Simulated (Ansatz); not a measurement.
**CH6OSeSn: a ladder of functionals and wavefunction methods**

Aim: compute CH6OSeSn with functionals from several rungs and with coupled cluster. The yardstick is the atomisation energy at the CCSD(T) limit.

Method: functionals in def2-TZVPP, the program's frozen cores in correlated methods; program: Ansatz 0.2.0, Gaussian basis.

Levels to be run: LDA (SPW92), PBE-D4, revPBE-D4, BLYP-D4, r2SCAN-D4, B97M-V, PBE0-D4, B3LYP-D4, r2SCANh-D4, r2SCAN0-D4, HSE06-D4, BHLYP-D4, CAM-B3LYP-D4, LC-ωPBE, ωB97X-V, ωB97M-V, B2PLYP, PBE-QIDH; CCSD(T)/def2-SVP; CCSD(T)/def2-TZVPP; MP2/def2-QZVPP; extrapolation to the limit; RPA on PBE.

## (1) The relaxed structure

The geometry comes from an earlier relaxation with PBE0-D4 in a triple-zeta def2 set; it is a stationary point, not always the lowest conformer. Sn takes the def2 core potential; no spin-orbit term is included.

10 atoms, charge 0, spin multiplicity 1.

Atoms are counted from 1 here; the program's logs count them from 0.

Bond lengths: C1–O2 1.405 Å, C1–H5 1.100 Å, C1–H6 1.098 Å, C1–H7 1.094 Å, O2–Sn3 1.963 Å, Sn3–Se4 2.527 Å, Sn3–H8 1.696 Å, Sn3–H9 1.707 Å, Se4–H10 1.469 Å. Angles: O2–C1–H5 112.4°, O2–C1–H6 112.3°, O2–C1–H7 108.2°, H5–C1–H6 108.1°, H5–C1–H7 107.7°, H6–C1–H7 107.9°, C1–O2–Sn3 119.7°, O2–Sn3–Se4 108.8°, O2–Sn3–H8 103.6°, O2–Sn3–H9 108.1°, Se4–Sn3–H8 110.4°, Se4–Sn3–H9 109.0°, H8–Sn3–H9 116.7°, Sn3–Se4–H10 91.5°.

## (2) LDA

This LDA is Slater exchange with PW92 correlation.

in.yaml reads:

```yaml
crystal:
  periodic: [false, false, false]
  atoms:
    - {symbol: C, position_ang: [-1.071336, 1.237080, -0.115874]}
    - {symbol: O, position_ang: [-1.259472, -0.121855, 0.185870]}
    - {symbol: Sn, position_ang: [0.299524, -1.276206, 0.483914]}
    - {symbol: Se, position_ang: [1.820925, -1.123671, -1.528215]}
    - {symbol: H, position_ang: [-0.583160, 1.785108, 0.703015]}
    - {symbol: H, position_ang: [-0.475835, 1.383368, -1.027040]}
    - {symbol: H, position_ang: [-2.053627, 1.689249, -0.280092]}
    - {symbol: H, position_ang: [-0.372289, -2.829391, 0.599835]}
    - {symbol: H, position_ang: [1.132994, -0.695900, 1.856125]}
    - {symbol: H, position_ang: [2.645278, -0.098879, -0.874636]}
basis:
  gaussian: {orbitals: def2-TZVPP}
hamiltonian: {xc: lda}
output: {orbitals: {seedname: orbitals}}
```

Command:

```
ansatz run in.yaml --threads 2 --pin off --events-out ev --progress --plain --max-ram 32768MiB --backend cpu
```

After this run come: PBE-D4 (GGA); revPBE-D4 (GGA); BLYP-D4 (GGA); r2SCAN-D4 (meta-GGA); B97M-V (meta-GGA); PBE0-D4 (hybrid); B3LYP-D4 (hybrid); r2SCANh-D4 (hybrid); r2SCAN0-D4 (hybrid); HSE06-D4 (hybrid); BHLYP-D4 (hybrid); CAM-B3LYP-D4 (range-separated); LC-ωPBE (range-separated); ωB97X-V (range-separated); ωB97M-V (range-separated); B2PLYP (double hybrid); PBE-QIDH (double hybrid); CCSD(T) in def2-SVP; CCSD(T) in def2-TZVPP; MP2 in def2-QZVPP; RPA on PBE orbitals.

Before running them: what should the planned runs give, taken together? Wanted: atomisation energy, CCSD(T)/CBS; farthest beyond LDA; mean size of error, GGA; mean size of error, meta-GGA; mean size of error, hybrid; mean size of error, range-separated; mean size of error, double hybrid; gap, smallest and largest; T1 diagnostic.

**Answer**, as computed:

| quantity | value |
| --- | --- |
| atomisation energy, CCSD(T)/CBS | 3102.5 kJ/mol |
| functionals within 31.0 kJ/mol (1.0 %) | PBE-D4, r2SCAN-D4, B97M-V, CAM-B3LYP-D4, ωB97X-V |
| farthest beyond LDA | BHLYP-D4 (-132.9 kJ/mol) |
| mean size of error, GGA | 43.0 kJ/mol |
| mean size of error, meta-GGA | 17.6 kJ/mol |
| mean size of error, hybrid | 70.4 kJ/mol |
| mean size of error, range-separated | 38.5 kJ/mol |
| mean size of error, double hybrid | 79.0 kJ/mol |
| gap, smallest and largest | 4.22 eV (BLYP-D4), 11.16 eV (LC-ωPBE) |
| T1 diagnostic | 0.0122 |
| triples share of the correlation energy | 3.4 % |

The LDA atomisation energy is off by 440.2 kJ/mol (14 %): it overbinds. PBE-D4 is off by +3.3 kJ/mol. Double hybrids carry the basis error of their MP2 part in triple zeta, and no dispersion term here, so their miss is partly the set-up's. By mean error the best rung here is meta-GGA (17.6 kJ/mol) and the worst beyond LDA is double hybrid (79.0 kJ/mol). Misses under about 31.0 kJ/mol are within the doubt on the reference itself, which lacks core-valence correlation, spin-orbit coupling and higher excitations, and its outer-core shells are covered unevenly. All levels share the lack of spin-orbit coupling, which lowers the free heavy atoms and so the true binding. Hartree-Fock recovers 69 % of the binding; the rest is correlation. CCSD(T) in def2-SVP is off by -236.7 kJ/mol, so the small basis spoils what the method gains. Orbital gaps span 4.2 to 11.2 eV; exact exchange widens them. Correlated methods include outer-core shells of Se, Sn, which these sets cover unevenly.
